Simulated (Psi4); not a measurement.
# InNH2Cl (SMILES [NH2][In][Cl]) at UB3LYP/def2-SVP (core potential)

Aim: the vertical ionisation energy of InNH2Cl at UB3LYP/def2-SVP (core potential), from 2 runs. The job is set up through a Python script.

Program for the calculation: Psi4 1.11.

1 further run of the same task is left out (it didn't finish).

## 1. Starting point

InNH2Cl: 5 atoms, total charge 0, spin state doublet. SMILES: `[NH2][In][Cl]`. The shape is that of a PBE0-D4/def2-TZVP optimisation. This is one conformer, not always the lowest.

Bond lengths: N1–In2 2.072 Å, In2–Cl3 2.369 Å, N1–H4 1.015 Å, N1–H5 1.017 Å. Angles: N1–In2–Cl3 113.1°, In2–N1–H4 113.0°, In2–N1–H5 110.3°, H4–N1–H5 107.4°.

## 2. Energy and forces at UB3LYP/def2-SVP (core potential)

clh2inn.py reads:

```python
import psi4

psi4.set_memory('2200 MB')
psi4.set_num_threads(1)
psi4.set_output_file('run.log', False)

mol = psi4.geometry("""
0 2
N     -0.142600     0.808600    -0.493900
In    -0.411600    -1.217800    -0.153300
Cl     1.391500    -2.211500     1.018700
H     -0.999700     1.283800    -0.756700
H      0.212300     1.263200     0.343800
units angstrom
symmetry c1
no_reorient
no_com
""")

options = {'reference': 'uks', 'puream': True, 'e_convergence': 1e-09, 'd_convergence': 1e-08, 'scf_type': 'pk', 'dft_radial_points': 99, 'dft_spherical_points': 590, 'maxiter': 100}
psi4.set_options(options)

E, wfn = psi4.gradient("b3lyp/def2-SVP", return_wfn=True)
psi4.oeprop(wfn, "DIPOLE", "MULLIKEN_CHARGES", "QUADRUPOLE")
print('gradient / Eh bohr^-1')
print(E.np.round(6))
print(f'energy = {wfn.energy():.10f} Eh')
```

The run is started by

```
$ python clh2inn.py
```

run.log:

```text
[...]
    !!!  WARNING: ECP capability is in beta. Please check occupations closely.  !!!
[...]
  Running in c1 symmetry.
[...]
  Nuclear repulsion =  154.716518533842418
[...]
  Multiplicity = 2
[...]
  Nalpha       = 24
  Nbeta        = 23
[...]
    Number of basis functions: 68
[...]
   @UKS iter   1:  -705.83383191146652   -8.22792e-01   1.30244e-02 ADIIS/DIIS
[...]
   @UKS iter  15:  -706.21175286122639    1.13687e-13   3.81282e-09 DIIS
[...]
   @S^2 Observed:                7.559553495E-01
[...]
  @UKS Final Energy:  -706.21175286122639
   => Energetics <=
    Nuclear Repulsion Energy =            154.7165185338424180
    One-Electron Energy =               -1354.9679047609943154
    Two-Electron Energy =                 536.6566143657008752
    DFT Exchange-Correlation Energy =     -42.6169809997754072
    Empirical Dispersion Energy =           0.0000000000000000
    VV10 Nonlocal Energy =                  0.0000000000000000
    Total Energy =                       -706.2117528612263868
[...]
  -Total Gradient:
     Atom            X                  Y                   Z
    ------   -----------------  -----------------  -----------------
       1       -0.005281993802    -0.004330273725     0.005583557307
       2        0.010369911544     0.007698892974     0.003445514874
       3       -0.008784847579     0.004728931754    -0.005342625389
       4        0.005620839410    -0.004106328683     0.001986525162
       5       -0.001919314468    -0.004001042186    -0.005662243281
[...]
 Multipole Moments:
 ------------------------------------------------------------------------------------
     Multipole            Electronic (a.u.)      Nuclear  (a.u.)        Total (a.u.)
 ------------------------------------------------------------------------------------
 L = 1.  Multiply by 2.5417464519 to convert [e a0] to [Debye]
 Dipole X            :        -26.0558034           24.9940847           -1.0617188
 Dipole Y            :        104.5273325         -103.8633163            0.6640162
 Dipole Z            :        -19.5575497           19.3288747           -0.2286750
 Magnitude           :                                                    1.2729715
 L = 2.  Multiply by 1.3450342976 to convert [e a0^2] to [Debye ang]
 Quadrupole XX       :       -166.5347259          134.4904036          -32.0443223
 Quadrupole XY       :        157.8396916         -155.7353663            2.1043252
[...]
  Mulliken Charges: (a.u.)
   Center  Symbol    Alpha    Beta     Spin     Total
       1     N     3.82280  3.52745  0.29535 -0.35025
       2    IN    10.58017 10.00629  0.57388  0.41354
       3    CL     8.71773  8.58332  0.13441 -0.30105
       4     H     0.43698  0.44431 -0.00733  0.11871
       5     H     0.44232  0.43864  0.00368  0.11904
   Total alpha = 24.00000, Total beta = 23.00000, Total charge = -0.00000
```

Standard output:

```text
gradient / Eh bohr^-1
[[-0.005282 -0.00433   0.005584]
 [ 0.01037   0.007699  0.003446]
 [-0.008785  0.004729 -0.005343]
 [ 0.005621 -0.004106  0.001987]
 [-0.001919 -0.004001 -0.005662]]
energy = -706.2117528612 Eh
```

Wall time 35 s (1 thread of Intel Xeon at 2.50GHz (Skylake/Cascade Lake), shared host); peak memory 0.69 GiB.

## 3. The singlet cation

run.py reads:

```python
import psi4

psi4.set_memory('2200 MB')
psi4.set_num_threads(1)
psi4.set_output_file('psi4.out', False)

m = psi4.geometry("""
1 1
N     -0.142600     0.808600    -0.493900
In    -0.411600    -1.217800    -0.153300
Cl     1.391500    -2.211500     1.018700
H     -0.999700     1.283800    -0.756700
H      0.212300     1.263200     0.343800
symmetry c1
""")

options = {'basis': 'def2-SVP', 'puream': True, 'e_convergence': 1e-09, 'd_convergence': 1e-08, 'scf_type': 'pk', 'dft_radial_points': 99, 'dft_spherical_points': 590}
psi4.set_options(options)

E, wfn = psi4.gradient("b3lyp", molecule=m, return_wfn=True)
psi4.oeprop(wfn, "QUADRUPOLE", "LOWDIN_CHARGES", "MAYER_INDICES", title="B3LYP")
print('gradient / Eh bohr^-1')
print(E.np.round(6))
print(f'energy = {wfn.energy():.10f} Eh')
```

The run is started by

```
$ python run.py
```

psi4.out, cut to the lines that bear on the results:

```text
[...]
    !!!  WARNING: ECP capability is in beta. Please check occupations closely.  !!!
[...]
  Running in c1 symmetry.
[...]
  Nuclear repulsion =  154.716518533842446
[...]
  Multiplicity = 1
[...]
  Nalpha       = 23
  Nbeta        = 23
[...]
    Number of basis functions: 68
[...]
   @RKS iter   1:  -705.55235021592614   -5.54493e-01   1.20277e-02 ADIIS/DIIS
[...]
   @RKS iter  12:  -705.90266853158391   -7.87850e-11   9.62907e-09 DIIS
[...]
  @RKS Final Energy:  -705.90266853158391
   => Energetics <=
    Nuclear Repulsion Energy =            154.7165185338424465
    One-Electron Energy =               -1343.4222099785390583
    Two-Electron Energy =                 525.1592706729277324
    DFT Exchange-Correlation Energy =     -42.3562477598149769
    Empirical Dispersion Energy =           0.0000000000000000
    VV10 Nonlocal Energy =                  0.0000000000000000
    Total Energy =                       -705.9026685315839131
[...]
  -Total Gradient:
     Atom            X                  Y                   Z
    ------   -----------------  -----------------  -----------------
       1        0.006125261474     0.011407518178     0.017084266469
       2       -0.026656263842    -0.006778748461    -0.017963996935
       3        0.014182233216     0.003644858503     0.009153428015
       4        0.007605103675    -0.008020126926     0.005453854661
       5       -0.001251785068    -0.000263358244    -0.013717942018
[...]
 Multipole Moments:
 ------------------------------------------------------------------------------------
     Multipole            Electronic (a.u.)      Nuclear  (a.u.)        Total (a.u.)
 ------------------------------------------------------------------------------------
 L = 1.  Multiply by 2.5417464519 to convert [e a0] to [Debye]
 Dipole X            :        -27.1842203           25.7573826           -1.4268377
 Dipole Y            :         -4.1767068            5.0215680            0.8448613
 Dipole Z            :        -14.1025388           13.6131492           -0.4893895
 Magnitude           :                                                    1.7289183
 L = 2.  Multiply by 1.3450342976 to convert [e a0^2] to [Debye ang]
 Quadrupole XX       :       -160.1907609          135.3146268          -24.8761341
 Quadrupole XY       :         96.5050747          -97.7500266           -1.2449519
[...]
```

Standard output:

```text
gradient / Eh bohr^-1
[[ 0.006125  0.011408  0.017084]
 [-0.026656 -0.006779 -0.017964]
 [ 0.014182  0.003645  0.009153]
 [ 0.007605 -0.00802   0.005454]
 [-0.001252 -0.000263 -0.013718]]
energy = -705.9026685316 Eh
```

Run time: 23 s. Hardware: 1 thread of Intel Xeon at 2.50GHz (Skylake/Cascade Lake), shared host; peak memory 0.68 GiB.

## 4. Results

At UB3LYP/def2-SVP (core potential):

| quantity | value |
| --- | --- |
| doublet InNH2Cl: total energy | -706.21175 Eh |
| doublet InNH2Cl: dipole moment | 3.24 D |
| doublet InNH2Cl: HOMO energy (highest over α and β) | -6.03 eV |
| doublet InNH2Cl: LUMO energy (lowest over α and β) | -3.82 eV |
| doublet InNH2Cl: ⟨S²⟩ | 0.756 |
| doublet InNH2Cl: largest force on an atom | 0.687 eV/Å |
| singlet cation: total energy | -705.90267 Eh |
| singlet cation: HOMO energy | -13.53 eV |
| singlet cation: LUMO energy | -10.78 eV |
| singlet cation: HOMO–LUMO gap | 2.75 eV |
| singlet cation: largest force on an atom | 1.689 eV/Å |
| vertical ionisation energy (to the singlet cation) | 8.411 eV |

**Reading.** The vertical ionisation energy comes to 8.41 eV (812 kJ/mol). The largest force (doublet InNH2Cl) is 0.69 eV/Å: the shape isn't a stationary point for this species at this level. Only the singlet of the ionised species was computed; a triplet could lie lower.
